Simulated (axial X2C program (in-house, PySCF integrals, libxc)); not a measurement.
# PbBr: properties at the nuclei

Aim: properties at the nuclei of PbBr, with spin–orbit coupling in the Hamiltonian from the start.

Program: an in-house X2C program for linear molecules on PySCF integrals. Level of theory: two-component X2C with atomic mean-field terms, Pb dyall-cv3z, Br dyall-cv3z. These are calculated values, not measurements.

## Step 1: Input

task.json

```json
{"zs": [82, 35], "q": 0, "bas": ["dyall-cv3z", "dyall-cv3z"], "r0": 2.58, "levels": ["PBE0", "HF", "PBE", "B3LYP", "PBE50"], "nst": 3}
```

Keys: zs atomic numbers; q charge; bas basis sets; r0 starting distance in Å; levels methods (HF also brings MP2); nst determinants followed.

Launch:

```
$ python soeom.py task.json out
```

Further steps of the session: Expectation values, lowest determinant; Expectation values, a higher determinant.

What does the calculation give? Wanted: lowest determinant; Eeff magnitude; Ws magnitude Pb; A∥/gI Pb; qzz Pb; higher determinant (for each run or level that gives them).

**Answer**, as computed:

| quantity | value |
| --- | --- |
| lowest determinant | Ω = 1/2 (excess of +ω over −ω: ω = 1/2) |
| Eeff magnitude (GV/cm), PBE0 | 37.8 |
| Ws magnitude Pb (kHz), PBE0 | 88.4 |
| A∥/gI Pb (MHz), PBE0 | 8970 |
| qzz Pb (a.u.), PBE0 | -0.20 |
| higher determinant | Ω = 3/2 (excess of +ω over −ω: ω = 3/2) |
| Eeff magnitude (GV/cm), PBE0, higher determinant | 11.3 |
| Ws magnitude Pb (kHz), PBE0, higher determinant | 8.96 |
| A∥/gI Pb (MHz), PBE0, higher determinant | 43.7 |
| qzz Pb (a.u.), PBE0, higher determinant | -3.06 |

In words: In the first state, the effective field runs from 32.9 to 47.3 GV/cm over the mean-field levels. The expectation values come from single determinants, which for open shells can mix terms of unlike spin or miss the lowest Ω, so a determinant need not be a state. Eeff is the effective electric field on the electron dipole moment in this Ω state and Ws the scalar–pseudoscalar constant (defined with the proton number Z and per Ω); A∥ is the parallel hyperfine constant, which follows by multiplying with the nuclear g factor gI = μI/(I μN); qzz is the electric field gradient, eQq0 = 234.96 MHz × Q/barn × qzz; μ is positive if Br is the positive end. The operators were transformed with the bare-nucleus X2C matrices.
